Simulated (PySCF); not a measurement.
**GaTe: bond curves at several levels of theory**

The task here is to estimate one member of a computed series from the others.

Program: PySCF 2.14.0. Level of theory: Ga def2-SVP, Te def2-SVP with ECP28, scalar-relativistic core potentials. These are calculated values, not measurements.

The first run:

A driver script around PySCF takes these settings:

```yaml
atoms: Ga, Te
charge: 0
basis: Ga def2-SVP, Te def2-SVP with ECP28
Hamiltonian: scalar-relativistic core potentials
basis_functions: 58
electrons_treated: 55
masses_in_u: 68.9256, 129.9062
levels: PBE0, PBE, r²SCAN, BLYP, B97-3, BHandHLYP, ωB97X, HF, MP2, SCS-MP2, CCSD, CCSD(T)
grid: 80 radial by 434 angular points
occupations: held fixed by the projection of orbital angular momentum
dissociation_limit: Ga + Te, each in its ground configuration
starting_distance_in_angstrom: 2.525
values_of_2S_to_try: 1, 3
```

Command:

```console
> OMP_NUM_THREADS=1 python dia.py task.json out
```

Steps of the session up to this table: The job; PBE0 along the bond; Excited determinants; PBE (GGA); r²SCAN (meta-GGA); BLYP (GGA); B97-3 (global hybrid GGA); BHandHLYP (global hybrid GGA); ωB97X; UHF (mean field); Correlated methods on the Hartree–Fock reference.

One of the session's tables, all rows but one given; the rest of the session is left out.

Energy (eV) from each level's lowest point:

```
R (Å)    UHF  UHF-MP2  UHF-SCS-MP2  UHF-CCSD  UHF-CCSD(T)
2.074  1.167    1.064        1.128       n/a          n/a
2.171  0.519    0.422        0.471     0.527        0.534
2.267      ?        ?            ?         ?            ?
2.340  0.047    0.002        0.019     0.042        0.041
2.412  0.000    0.000        0.000     0.000        0.000
2.484  0.007    0.062        0.044     0.020        0.023
2.581  0.072    0.207        0.165     0.114        0.121
2.701  0.209    0.438        0.369     0.295        0.309
2.846  0.420    0.742        0.646     0.561        0.582
```

**Question.** Estimate the row for R (Å) = 2.267.

Worked estimate for «UHF». A straight line through the neighbours (2.171, 0.519) and (2.340, 0.047) gives 0.519 + (0.047 − 0.519) × (2.267 − 2.171) / (2.340 − 2.171) = 0.251; a parabola fitted to 4 rows on both sides gives 0.159.

The run gave: UHF: 0.173; UHF-MP2: 0.096; UHF-SCS-MP2: 0.128; UHF-CCSD: 0.169; UHF-CCSD(T): 0.170. In «UHF» the line misses by +0.078 and the parabola by -0.014.

To keep in mind: Lowest PBE0 solution found, without spin–orbit coupling: ²Σ⁺ (doublet), unpaired electrons σ ↑. With spin–orbit coupling the term label itself may not hold. Warnings in the runs' records: inverted.
